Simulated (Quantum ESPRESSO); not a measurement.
A run of Quantum ESPRESSO 7.5:

File pw.in:

```
&CONTROL
  calculation = 'scf'
  prefix = 'pwscf'
  outdir = './tmp'
  pseudo_dir = './pseudo'
  tprnfor = .true.
  tstress = .true.
  disk_io = 'low'
/
&SYSTEM
  ibrav = 0
  celldm(1) = 8
  nat = 2
  ntyp = 2
  ecutwfc = 56
  ecutrho = 448
  nbnd = 16
  occupations = 'smearing'
  smearing = 'fd'
  degauss = 0.00367493
/
&ELECTRONS
  conv_thr = 4d-10
  electron_maxstep = 120
  mixing_beta = 0.5
/
ATOMIC_SPECIES
Ta   180.9479 ta_pbe_v1.uspp.F.UPF
O     15.9990 o_pbe_v1.2.uspp.F.UPF
CELL_PARAMETERS alat
  0.7242635209970   0.0000000000000   0.0000000000000
 -0.3621329415773   0.6272308088128   0.0000000000000
  0.0000000000000   0.0000000000000   0.9106165006194
ATOMIC_POSITIONS crystal
Ta     0.0000000000    0.0000000000    0.5000000000
O      0.0000000000    0.0000000000    0.0000000000
K_POINTS automatic
8 8 6 0 0 0
```

Contents of nscf.in:

```
&CONTROL
  calculation = 'nscf'
  prefix = 'pwscf'
  outdir = './tmp'
  pseudo_dir = './pseudo'
  disk_io = 'low'
/
&SYSTEM
  ibrav = 0
  celldm(1) = 8
  nat = 2
  ntyp = 2
  ecutwfc = 56
  ecutrho = 448
  nbnd = 26
  occupations = 'smearing'
  smearing = 'fd'
  degauss = 0.00367493
  nosym = .true.
  noinv = .true.
/
&ELECTRONS
  conv_thr = 1d-09
  electron_maxstep = 120
  mixing_beta = 0.5
  diago_full_acc = .true.
  startingwfc = 'random'
/
ATOMIC_SPECIES
Ta   180.9479 ta_pbe_v1.uspp.F.UPF
O     15.9990 o_pbe_v1.2.uspp.F.UPF
CELL_PARAMETERS alat
  0.7242635209970   0.0000000000000   0.0000000000000
 -0.3621329415773   0.6272308088128   0.0000000000000
  0.0000000000000   0.0000000000000   0.9106165006194
ATOMIC_POSITIONS crystal
Ta     0.0000000000    0.0000000000    0.5000000000
O      0.0000000000    0.0000000000    0.0000000000
K_POINTS crystal
144
  0.00000000   0.00000000   0.00000000 6.94444444e-03
  0.00000000   0.00000000   0.25000000 6.94444444e-03
  0.00000000   0.00000000   0.50000000 6.94444444e-03
  0.00000000   0.00000000   0.75000000 6.94444444e-03
  0.00000000   0.16666667   0.00000000 6.94444444e-03
  0.00000000   0.16666667   0.25000000 6.94444444e-03
[... 136 lines left out ...]
  0.83333333   0.83333333   0.50000000 6.94444444e-03
  0.83333333   0.83333333   0.75000000 6.94444444e-03
```

The input pw2wan.in:

```
&INPUTPP
  prefix = 'pwscf'
  outdir = './tmp'
  seedname = 'w'
  write_mmn = .true.
  write_amn = .true.
/
```

The input bands.in:

```
&CONTROL
  calculation = 'bands'
  prefix = 'pwscf'
  outdir = './tmp'
  pseudo_dir = './pseudo'
  disk_io = 'low'
/
&SYSTEM
  ibrav = 0
  celldm(1) = 8
  nat = 2
  ntyp = 2
  ecutwfc = 56
  ecutrho = 448
  nbnd = 26
  occupations = 'smearing'
  smearing = 'fd'
  degauss = 0.00367493
/
&ELECTRONS
  conv_thr = 1d-08
  electron_maxstep = 120
  mixing_beta = 0.5
  diago_full_acc = .true.
  startingwfc = 'random'
/
ATOMIC_SPECIES
Ta   180.9479 ta_pbe_v1.uspp.F.UPF
O     15.9990 o_pbe_v1.2.uspp.F.UPF
CELL_PARAMETERS alat
  0.7242635209970   0.0000000000000   0.0000000000000
 -0.3621329415773   0.6272308088128   0.0000000000000
  0.0000000000000   0.0000000000000   0.9106165006194
ATOMIC_POSITIONS crystal
Ta     0.0000000000    0.0000000000    0.5000000000
O      0.0000000000    0.0000000000    0.0000000000
K_POINTS crystal
69
  0.00000000   0.00000000   0.00000000 1
  0.05555600   0.00000000   0.00000000 1
  0.11111100   0.00000000   0.00000000 1
  0.16666700   0.00000000   0.00000000 1
  0.22222200   0.00000000   0.00000000 1
  0.27777800   0.00000000   0.00000000 1
  0.33333300   0.00000000   0.00000000 1
  0.38888900   0.00000000   0.00000000 1
  0.44444400   0.00000000   0.00000000 1
  0.50000000   0.00000000   0.00000000 1
  0.46666700   0.06666700   0.00000000 1
  0.43333300   0.13333300   0.00000000 1
  0.40000000   0.20000000   0.00000000 1
  0.36666700   0.26666700   0.00000000 1
  0.33333300   0.33333300   0.00000000 1
  0.30000000   0.30000000   0.00000000 1
  0.26666700   0.26666700   0.00000000 1
  0.23333300   0.23333300   0.00000000 1
  0.20000000   0.20000000   0.00000000 1
  0.16666700   0.16666700   0.00000000 1
  0.13333300   0.13333300   0.00000000 1
  0.10000000   0.10000000   0.00000000 1
  0.06666700   0.06666700   0.00000000 1
  0.03333300   0.03333300   0.00000000 1
  0.00000000   0.00000000   0.00000000 1
  0.00000000   0.00000000   0.08333300 1
  0.00000000   0.00000000   0.16666700 1
  0.00000000   0.00000000   0.25000000 1
  0.00000000   0.00000000   0.33333300 1
  0.00000000   0.00000000   0.41666700 1
  0.00000000   0.00000000   0.50000000 1
  0.05555600   0.00000000   0.50000000 1
  0.11111100   0.00000000   0.50000000 1
  0.16666700   0.00000000   0.50000000 1
  0.22222200   0.00000000   0.50000000 1
  0.27777800   0.00000000   0.50000000 1
  0.33333300   0.00000000   0.50000000 1
  0.38888900   0.00000000   0.50000000 1
  0.44444400   0.00000000   0.50000000 1
  0.50000000   0.00000000   0.50000000 1
  0.46666700   0.06666700   0.50000000 1
  0.43333300   0.13333300   0.50000000 1
  0.40000000   0.20000000   0.50000000 1
  0.36666700   0.26666700   0.50000000 1
  0.33333300   0.33333300   0.50000000 1
  0.30000000   0.30000000   0.50000000 1
  0.26666700   0.26666700   0.50000000 1
  0.23333300   0.23333300   0.50000000 1
  0.20000000   0.20000000   0.50000000 1
  0.16666700   0.16666700   0.50000000 1
  0.13333300   0.13333300   0.50000000 1
  0.10000000   0.10000000   0.50000000 1
  0.06666700   0.06666700   0.50000000 1
  0.03333300   0.03333300   0.50000000 1
  0.00000000   0.00000000   0.50000000 1
  0.50000000   0.00000000   0.50000000 1
  0.50000000   0.00000000   0.41666700 1
  0.50000000   0.00000000   0.33333300 1
  0.50000000   0.00000000   0.25000000 1
  0.50000000   0.00000000   0.16666700 1
  0.50000000   0.00000000   0.08333300 1
  0.50000000   0.00000000   0.00000000 1
  0.33333300   0.33333300   0.00000000 1
  0.33333300   0.33333300   0.08333300 1
  0.33333300   0.33333300   0.16666700 1
  0.33333300   0.33333300   0.25000000 1
  0.33333300   0.33333300   0.33333300 1
  0.33333300   0.33333300   0.41666700 1
  0.33333300   0.33333300   0.50000000 1
```

w.win

```
num_wann = 13
num_bands = 22
guiding_centres = true
dis_froz_max = 13.86
dis_num_iter = 600
dis_mix_ratio = 0.5
dis_conv_tol = 1.0d-9
num_iter = 0
search_shells = 100
kmesh_tol = 1.0d-4
conv_tol = 1.0d-8
conv_window = 4
num_print_cycles = 200
fermi_energy = 11.8628
bands_plot = true
write_hr = true
mp_grid = 6 6 4
exclude_bands = 1-4
begin projections
Ta: s;p;d
O: s;p
end projections
begin unit_cell_cart
ang
  3.0661100000   0.0000000000   0.0000000000
 -1.5330600000   2.6553300000   0.0000000000
  0.0000000000   0.0000000000   3.8550200000
end unit_cell_cart
begin atoms_frac
Ta   0.0000000000   0.0000000000   0.5000000000
O    0.0000000000   0.0000000000   0.0000000000
end atoms_frac
begin kpoint_path
G   0.0000000000   0.0000000000   0.0000000000  M   0.5000000000   0.0000000000   0.0000000000
M   0.5000000000   0.0000000000   0.0000000000  K   0.3333333333   0.3333333333   0.0000000000
K   0.3333333333   0.3333333333   0.0000000000  G   0.0000000000   0.0000000000   0.0000000000
G   0.0000000000   0.0000000000   0.0000000000  A   0.0000000000   0.0000000000   0.5000000000
A   0.0000000000   0.0000000000   0.5000000000  L   0.5000000000   0.0000000000   0.5000000000
L   0.5000000000   0.0000000000   0.5000000000  H   0.3333333333   0.3333333333   0.5000000000
H   0.3333333333   0.3333333333   0.5000000000  A   0.0000000000   0.0000000000   0.5000000000
L   0.5000000000   0.0000000000   0.5000000000  M   0.5000000000   0.0000000000   0.0000000000
K   0.3333333333   0.3333333333   0.0000000000  H   0.3333333333   0.3333333333   0.5000000000
end kpoint_path
bands_num_points = 9
begin kpoints
  0.00000000   0.00000000   0.00000000
  0.00000000   0.00000000   0.25000000
  0.00000000   0.00000000   0.50000000
  0.00000000   0.00000000   0.75000000
  0.00000000   0.16666667   0.00000000
  0.00000000   0.16666667   0.25000000
[... 136 lines left out ...]
  0.83333333   0.83333333   0.50000000
  0.83333333   0.83333333   0.75000000
end kpoints
```

Potentials or basis: GBRV 1.5 PBE.

Run with:

```sh
$ OMP_NUM_THREADS=1 pw.x -in pw.in > pw.out
$ OMP_NUM_THREADS=1 pw.x -in nscf.in > nscf.out
$ wannier90.x -pp w
$ OMP_NUM_THREADS=1 pw2wannier90.x -in pw2wan.in > pw2wan.out
$ wannier90.x w
$ OMP_NUM_THREADS=1 pw.x -in bands.in > bands.out
```

Hardware: 1 thread of Arm Neoverse V1, with other jobs on the host.

Problem. How long does it take, and how much memory?

Solution. It took 3.7 min on 1 thread of Arm Neoverse V1, on a shared host, peak memory 0.29 GiB. Counts: scf iterations 11, k pools 1, bands 16, k points 136, g dense 34015.
